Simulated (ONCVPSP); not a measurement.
**Sm: generating and testing an ONCV potential**

Aim: build the potential from the settings below, then test how well it stands in for the atom: other configurations, scattering, ghost states and the plane-wave cutoff that it needs.

The numbers are computed with ONCVPSP 4.0.1 (PBE, scalar-relativistic, spin-unpolarised reference atom).

### Step 1. The atom and the settings

Typed settings, in words:

```json
{
 "element": "samarium (Sm, Z = 62)",
 "type": "optimised norm-conserving Vanderbilt (ONCV)",
 "frozen core": "[Kr] 4d10",
 "valence charge": "16",
 "reference configuration": "4f5 5s2 5p6 5d1 6s2",
 "partial waves": "5s+6s: rc 1.95 bohr, ncon 3, nbas 7, qcut 6.6 1/bohr, 3 projectors, debl 1.3 Ha; 5p: rc 1.50 bohr, ncon 4, nbas 9, qcut 5.5 1/bohr, 2 projectors, debl 1.5 Ha; 5d: rc 3.90 bohr, ncon 4, nbas 8, qcut 4.8 1/bohr, 1 projector; 4f: rc 1.25 bohr, ncon 3, nbas 8, qcut 13.2 1/bohr, local",
 "local potential": "the f channel",
 "core correction": "polynomial model core, fcfact 0.7"
}
```

The outer shells as boxes (Hund's rule for the drawing; the calculation is spin-unpolarised):

```
[Kr] core
4d [↑↓][↑↓][↑↓][↑↓][↑↓]
4f [↑ ][↑ ][↑ ][↑ ][↑ ][  ][  ]
5s [↑↓]
5p [↑↓][↑↓][↑↓]
5d [↑ ][  ][  ][  ][  ]
6s [↑↓]
```

### Step 2. Generation

The input, Sm.dat:

```
# ATOM AND REFERENCE CONFIGURATION
# atsym  z   nc   nv     iexc    psfile
  Sm 62.00    9    5        4      upf
#
#   n    l    f
    1    0    2.00
    2    0    2.00
    2    1    6.00
    3    0    2.00
    3    1    6.00
    3    2   10.00
    4    0    2.00
    4    1    6.00
    4    2   10.00
    4    3    5.00
    5    0    2.00
    5    1    6.00
    5    2    1.00
    6    0    2.00
#
# PSEUDOPOTENTIAL AND OPTIMIZATION
# lmax
    3
#
#   l,   rc,      ep,       ncon, nbas, qcut
    0    1.95    0.00    3    7    6.60
    1    1.50    0.00    4    9    5.50
    2    3.90    0.00    4    8    4.80
    3    1.25    0.00    3    8   13.20
#
# LOCAL POTENTIAL
# lloc, lpopt,  rc(5),   dvloc0
    3    5    1.25    0.00
#
# VANDERBILT-KLEINMAN-BYLANDER PROJECTORs
# l, nproj, debl
    0    3    1.30
    1    2    1.50
    2    1    1.20
    3    0    2.10
#
# MODEL CORE CHARGE
# icmod, fcfact, rcfact
    1    0.70    0.00
#
# LOG DERIVATIVE ANALYSIS
# epsh1, epsh2, depsh
   -3.00    5.00    0.02
#
# OUTPUT GRID
# rlmax, drl
    6.00    0.01
#
# TEST CONFIGURATIONS
# ncnf
    4
# nvcnf
#   n    l    f
    5
    4    3    6.00
    5    0    2.00
    5    1    6.00
    5    2    0.00
    6    0    2.00
#
    5
    4    3    6.00
    5    0    2.00
    5    1    6.00
    5    2    0.00
    6    0    1.00
#
    5
    4    3    6.00
    5    0    2.00
    5    1    6.00
    5    2    0.00
    6    0    0.00
#
    6
    4    3    6.00
    5    0    2.00
    5    1    6.00
    5    2    0.00
    6    0    0.00
    6    1    2.00
#
```

On the command line:

```sh
$ oncvpsp.x < Sm.dat > Sm.out
```

Before running it: what results should come out? Wanted: cutoffs for 1 and 0.1 mHa per electron, occupied waves; bound ghosts; GHOST(+) flags; configuration tests; largest phase difference near zero energy, channels read; rms error of d²Exc/dn², without and with the model core.

**Answer**, as computed:

| quantity | value |
| --- | --- |
| cutoffs for 1 and 0.1 mHa per electron, occupied waves | 74 Ha and 106 Ha |
| bound ghosts | s at -435.72 eV, p at -84.01 eV, d at -3.43 eV |
| GHOST(+) flags | none at low energy |
| configuration tests | no usable energy difference |
| largest phase difference near zero energy, channels read | 3.135 rad |
| rms error of d²Exc/dn², without and with the model core | 7.51 and 1.08 mHa |

In words: It has a bound ghost (s, p, d), a state that the atom doesn't have, and that rules the file out. Of the tests 2 gave no usable energy difference, which is a warning in itself. The potential is very hard: the looser tolerance needs 74 Ha. At the looser tolerance the 4f wave is the slowest; 5p needs 24 Ha. Of the channels read, d scatters worst near zero energy, by up to 3.14 rad. A step near π is an extra or missing state, not a misfit of shape. The pseudo curves have a pole with no partner nearby in the atom's: d at -0.23 Ha. All of this concerns the isolated atom, not yet a solid.
